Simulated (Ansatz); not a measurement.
AlBH₆OSi, SMILES OB[SiH2][AlH2], harmonic frequencies at the relaxed geometry

With Ansatz's Python interface.

Interactive session:
```pycon
>>> from dataclasses import dataclass
>>> import itertools
>>> import ansatz
>>> from ase import Atoms
>>> from ase.data import atomic_numbers, covalent_radii
>>> from ase.thermochemistry import IdealGasThermo
>>> import numpy as np
>>> @dataclass(frozen=True)
... class RunConfig:
...     basis: str = 'cc-pVDZ'
...     xc: str = 'pbe0'
...
>>> settings = RunConfig()
>>> geometry_ang = [
...     ('O', (-1.6705, 1.4747, -0.0958)),
...     ('B', (-0.2773, 1.5442, 0.095)),
...     ('Si', (0.8018, 0.1275, -0.6357)),
...     ('Al', (0.2318, -1.9195, 0.3136)),
...     ('H', (-2.0699, 1.0162, 0.6559)),
...     ('H', (0.2227, 2.4522, 0.6927)),
...     ('H', (2.2694, 0.3845, -0.2805)),
...     ('H', (0.7172, 0.0911, -2.0896)),
...     ('H', (1.1968, -2.7814, 1.2106)),
...     ('H', (-1.3389, -2.4407, 0.1368)),
... ]
>>> geometry = ansatz.Crystal.molecule()
>>> for symbol, xyz in geometry_ang:
...     geometry = geometry.atom(symbol, xyz)
...
>>> job = geometry.calculation().basis(gaussian=settings.basis).functional(settings.xc)
>>> symbols = [site.symbol for site in geometry.cartesian_sites]
>>> start = np.array([site.position_ang for site in geometry.cartesian_sites], dtype=float)
>>> rep = job.relax(force_tolerance=0.003).run(threads=1).report
>>> end = np.array(rep['positions_ang'])
>>> # pairs closer than 1.2 times the sum of covalent radii, before or after
>>> radius = [covalent_radii[atomic_numbers[s]] for s in symbols]
>>> span = lambda where, i, j: np.linalg.norm(where[i] - where[j])
>>> bonded = [(i, j) for i, j in itertools.combinations(range(len(symbols)), 2) if min(span(start, i, j), span(end, i, j)) < 1.2 * (radius[i] + radius[j])]
>>> print('pair        before    after (A)')
pair        before    after (A)
>>> for i, j in bonded:
...     print(f'{symbols[i]}{i}-{symbols[j]}{j}'.ljust(10), f'{span(start, i, j):8.4f} {span(end, i, j):8.4f}')
...
O0-B1        1.4079   1.3554
O0-H4        0.9668   0.9659
B1-Si2       1.9249   2.0263
B1-H5        1.1965   1.2158
Si2-Al3      2.3273   2.4607
Si2-H6       1.5317   1.5077
Si2-H7       1.4568   1.5039
Al3-H8       1.5744   1.6015
Al3-H9       1.6643   1.6005
>>> for first, second in list(itertools.combinations(bonded, 2)):
...     shared = set(first) & set(second)
...     if shared and symbols[(j := shared.pop())] != 'H':
...         i, k = sorted((set(first) | set(second)) - {j})
...         u, v = end[i] - end[j], end[k] - end[j]
...         angle = np.degrees(np.arccos(np.clip(u @ v / np.linalg.norm(u) / np.linalg.norm(v), -1, 1)))
...         print(f'final angle {symbols[i]}{i}-{symbols[j]}{j}-{symbols[k]}{k}: {angle:.2f} deg')
...
final angle B1-O0-H4: 112.41 deg
final angle O0-B1-Si2: 119.17 deg
final angle O0-B1-H5: 120.15 deg
final angle Si2-B1-H5: 120.63 deg
final angle B1-Si2-Al3: 109.29 deg
final angle B1-Si2-H6: 108.72 deg
final angle B1-Si2-H7: 112.85 deg
final angle Al3-Si2-H6: 106.87 deg
final angle Al3-Si2-H7: 110.74 deg
final angle Si2-Al3-H8: 120.03 deg
final angle Si2-Al3-H9: 121.83 deg
final angle H6-Si2-H7: 108.18 deg
final angle H8-Al3-H9: 118.13 deg
>>> # same settings at the minimum
>>> minimum = ansatz.Crystal.molecule()
>>> for symbol, place in zip(symbols, end):
...     minimum = minimum.atom(symbol, place.tolist())
...
>>> vibrating = (
...     minimum.calculation()
...     .basis(gaussian=settings.basis)
...     .functional(settings.xc)
...     .phonons(temperatures=(298.15, 498.15, 100))
... )
>>> vib = vibrating.run(threads=1).report['vibrations']
>>> sums = vib['harmonic_sums']
>>> modes = [m['omega_inv_cm'] for m in sums['modes_at_gamma'] if m['rigid_motion'] == 'no']
>>> print('frequencies (1/cm):', ' '.join(f'{w:.0f}' for w in modes))
frequencies (1/cm): 37 58 112 239 321 375 455 499 577 593 660 682 774 882 922 998 1185 1351 1869 1881 2164 2186 2562 3833
>>> print('imaginary modes:', sum(w < 0 for w in modes), ' zero-point energy:', round(sums['zero_point_energy_ev'], 4), 'eV')
imaginary modes: 0  zero-point energy: 1.5631 eV
>>> # rigid rotor and ideal gas, symmetry number taken as one
>>> gas = IdealGasThermo(vib_energies=[w / 8065.544 for w in modes if w > 0], geometry='linear' if len(modes) == 3 * len(symbols) - 5 else 'nonlinear',
...                      atoms=Atoms(symbols, positions=end), symmetrynumber=1, spin=0.0)
>>> print(f'H(298 K) - E = {gas.get_enthalpy(298.15, verbose=False):.4f} eV')
H(298 K) - E = 1.8007 eV
>>> print(f'S(298 K, 1 bar) = {96485.33 * gas.get_entropy(298.15, 1e5, verbose=False):.1f} J/(mol K) with symmetry number 1')
S(298 K, 1 bar) = 365.9 J/(mol K) with symmetry number 1
```

Notes:
- The frequencies are harmonic and unscaled, in a modest basis.
- The entropy takes a symmetry number of 1; a symmetric molecule's is lower by R ln(sigma).
- Timing: 6.8 min on 1 thread of Arm Neoverse V1, with other jobs on the host, peak memory 0.31 GiB.
